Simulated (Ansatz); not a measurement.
# PtSe2: the cost of one run

Computed with Ansatz 0.2.0 (DFT PBE, scalar-relativistic, plane waves, PAW, unless a step's input says otherwise).

The COD entry's cell or inner coordinates are ideal or old and differ from later refinements, so a difference from it is no clean test against experiment.

## (1) The structure to begin with

Symmetry: P-3m1, No. 164, trigonal system. Conventional cell: a = 3.724 Å, b = 3.724 Å, c = 5.062 Å, α = 90.00°, β = 90.00°, γ = 120.00°. Pt (site symmetry -3m) is surrounded by 6 Se at 2.49 Å. Se (site symmetry 3m) has 3 Pt at 2.49 Å in its first shell of neighbours.

Coordinates:

```cif
data_structure
_symmetry_space_group_name_H-M 'P 1'
_symmetry_Int_Tables_number 1
_cell_length_a 11.1720
_cell_length_b 11.1720
_cell_length_c 10.1240
_cell_angle_alpha 90.000
_cell_angle_beta 90.000
_cell_angle_gamma 120.000
_cell_volume 1094.32
loop_
_atom_site_label
_atom_site_type_symbol
_atom_site_fract_x
_atom_site_fract_y
_atom_site_fract_z
_atom_site_occupancy
Pt1 Pt 0.00000 0.00000 0.00000 1
Pt2 Pt 0.00000 0.00000 0.50000 1
Pt3 Pt 0.00000 0.33333 0.00000 1
Pt4 Pt 0.00000 0.33333 0.50000 1
Pt5 Pt 0.00000 0.66667 0.00000 1
Pt6 Pt 0.00000 0.66667 0.50000 1
Pt7 Pt 0.33333 0.00000 0.00000 1
Pt8 Pt 0.33333 0.00000 0.50000 1
Pt9 Pt 0.33333 0.33333 0.00000 1
Pt10 Pt 0.33333 0.33333 0.50000 1
Pt11 Pt 0.33333 0.66667 0.00000 1
Pt12 Pt 0.33333 0.66667 0.50000 1
Pt13 Pt 0.66667 0.00000 0.00000 1
Pt14 Pt 0.66667 0.00000 0.50000 1
Pt15 Pt 0.66667 0.33333 0.00000 1
Pt16 Pt 0.66667 0.33333 0.50000 1
Pt17 Pt 0.66667 0.66667 0.00000 1
Pt18 Pt 0.66667 0.66667 0.50000 1
Se1 Se 0.11111 0.22222 0.12500 1
Se2 Se 0.11111 0.22222 0.62500 1
Se3 Se 0.11111 0.55556 0.12500 1
Se4 Se 0.11111 0.55556 0.62500 1
Se5 Se 0.11111 0.88889 0.12500 1
Se6 Se 0.11111 0.88889 0.62500 1
Se7 Se 0.44444 0.22222 0.12500 1
Se8 Se 0.44444 0.22222 0.62500 1
Se9 Se 0.44444 0.55556 0.12500 1
Se10 Se 0.44444 0.55556 0.62500 1
Se11 Se 0.44444 0.88889 0.12500 1
Se12 Se 0.44444 0.88889 0.62500 1
Se13 Se 0.77778 0.22222 0.12500 1
Se14 Se 0.77778 0.22222 0.62500 1
Se15 Se 0.77778 0.55556 0.12500 1
Se16 Se 0.77778 0.55556 0.62500 1
Se17 Se 0.77778 0.88889 0.12500 1
Se18 Se 0.77778 0.88889 0.62500 1
Se19 Se 0.22222 0.11111 0.37500 1
Se20 Se 0.22222 0.11111 0.87500 1
Se21 Se 0.22222 0.44444 0.37500 1
Se22 Se 0.22222 0.44444 0.87500 1
Se23 Se 0.22222 0.77778 0.37500 1
Se24 Se 0.22222 0.77778 0.87500 1
Se25 Se 0.55556 0.11111 0.37500 1
Se26 Se 0.55556 0.11111 0.87500 1
Se27 Se 0.55556 0.44444 0.37500 1
Se28 Se 0.55556 0.44444 0.87500 1
Se29 Se 0.55556 0.77778 0.37500 1
Se30 Se 0.55556 0.77778 0.87500 1
Se31 Se 0.88889 0.11111 0.37500 1
Se32 Se 0.88889 0.11111 0.87500 1
Se33 Se 0.88889 0.44444 0.37500 1
Se34 Se 0.88889 0.44444 0.87500 1
Se35 Se 0.88889 0.77778 0.37500 1
Se36 Se 0.88889 0.77778 0.87500 1
```

The runs take a perfect supercell of 54 atoms; the defect goes to fractional position (0.000, 0.000, 0.000).

## (2) The perfect supercell

input.yaml

```yaml
crystal:
  lattice:
    - [11.172, 0.0, 0.0]
    - [-5.586, 9.675236, 0.0]
    - [0.0, 0.0, 10.124]
  atoms:
    - { symbol: Pt, position: [0.0, 0.0, 0.0] }
    - { symbol: Pt, position: [0.0, 0.0, 0.5] }
    - { symbol: Pt, position: [0.0, 0.333333, 0.0] }
    - { symbol: Pt, position: [0.0, 0.333333, 0.5] }
    - { symbol: Pt, position: [0.0, 0.666667, 0.0] }
    - { symbol: Pt, position: [0.0, 0.666667, 0.5] }
    - { symbol: Pt, position: [0.333333, 0.0, 0.0] }
    - { symbol: Pt, position: [0.333333, 0.0, 0.5] }
    - { symbol: Pt, position: [0.333333, 0.333333, 0.0] }
    - { symbol: Pt, position: [0.333333, 0.333333, 0.5] }
    - { symbol: Pt, position: [0.333333, 0.666667, 0.0] }
    - { symbol: Pt, position: [0.333333, 0.666667, 0.5] }
    - { symbol: Pt, position: [0.666667, 0.0, 0.0] }
    - { symbol: Pt, position: [0.666667, 0.0, 0.5] }
    - { symbol: Pt, position: [0.666667, 0.333333, 0.0] }
    - { symbol: Pt, position: [0.666667, 0.333333, 0.5] }
    - { symbol: Pt, position: [0.666667, 0.666667, 0.0] }
    - { symbol: Pt, position: [0.666667, 0.666667, 0.5] }
    - { symbol: Se, position: [0.111111, 0.222222, 0.125] }
    - { symbol: Se, position: [0.111111, 0.222222, 0.625] }
    - { symbol: Se, position: [0.111111, 0.555556, 0.125] }
    - { symbol: Se, position: [0.111111, 0.555556, 0.625] }
    - { symbol: Se, position: [0.111111, 0.888889, 0.125] }
    - { symbol: Se, position: [0.111111, 0.888889, 0.625] }
    - { symbol: Se, position: [0.444444, 0.222222, 0.125] }
    - { symbol: Se, position: [0.444444, 0.222222, 0.625] }
    - { symbol: Se, position: [0.444444, 0.555556, 0.125] }
    - { symbol: Se, position: [0.444444, 0.555556, 0.625] }
    - { symbol: Se, position: [0.444444, 0.888889, 0.125] }
    - { symbol: Se, position: [0.444444, 0.888889, 0.625] }
    - { symbol: Se, position: [0.777778, 0.222222, 0.125] }
    - { symbol: Se, position: [0.777778, 0.222222, 0.625] }
    - { symbol: Se, position: [0.777778, 0.555556, 0.125] }
    - { symbol: Se, position: [0.777778, 0.555556, 0.625] }
    - { symbol: Se, position: [0.777778, 0.888889, 0.125] }
    - { symbol: Se, position: [0.777778, 0.888889, 0.625] }
    - { symbol: Se, position: [0.222222, 0.111111, 0.375] }
    - { symbol: Se, position: [0.222222, 0.111111, 0.875] }
    - { symbol: Se, position: [0.222222, 0.444444, 0.375] }
    - { symbol: Se, position: [0.222222, 0.444444, 0.875] }
    - { symbol: Se, position: [0.222222, 0.777778, 0.375] }
    - { symbol: Se, position: [0.222222, 0.777778, 0.875] }
    - { symbol: Se, position: [0.555556, 0.111111, 0.375] }
    - { symbol: Se, position: [0.555556, 0.111111, 0.875] }
    - { symbol: Se, position: [0.555556, 0.444444, 0.375] }
    - { symbol: Se, position: [0.555556, 0.444444, 0.875] }
    - { symbol: Se, position: [0.555556, 0.777778, 0.375] }
    - { symbol: Se, position: [0.555556, 0.777778, 0.875] }
    - { symbol: Se, position: [0.888889, 0.111111, 0.375] }
    - { symbol: Se, position: [0.888889, 0.111111, 0.875] }
    - { symbol: Se, position: [0.888889, 0.444444, 0.375] }
    - { symbol: Se, position: [0.888889, 0.444444, 0.875] }
    - { symbol: Se, position: [0.888889, 0.777778, 0.375] }
    - { symbol: Se, position: [0.888889, 0.777778, 0.875] }
basis:
  ecutwfc: 420
  fft_grid_basis: typed
kpoints:
  mp_grid: { grid: [3, 3, 1] }
hamiltonian:
  xc: pbe
  pseudopotentials: { kind: paw }
scf:
  occupations: { method: gaussian, width: 0.05 }
output:
  forces: true
  stress: false
  eigenvalues: true
  bader: false
  write_density: true
  volumetric_format: npy
```

Launch:

```
$ ansatz run input.yaml --threads 8 --pin off --max-ram 16384MiB --backend cpu --events-out ev --progress --plain --runs-dir out
```

Q: Estimate wall time and peak memory on 8 threads of Arm Neoverse V1, shared host.

About 21 s, with a peak of 6.8 GiB.
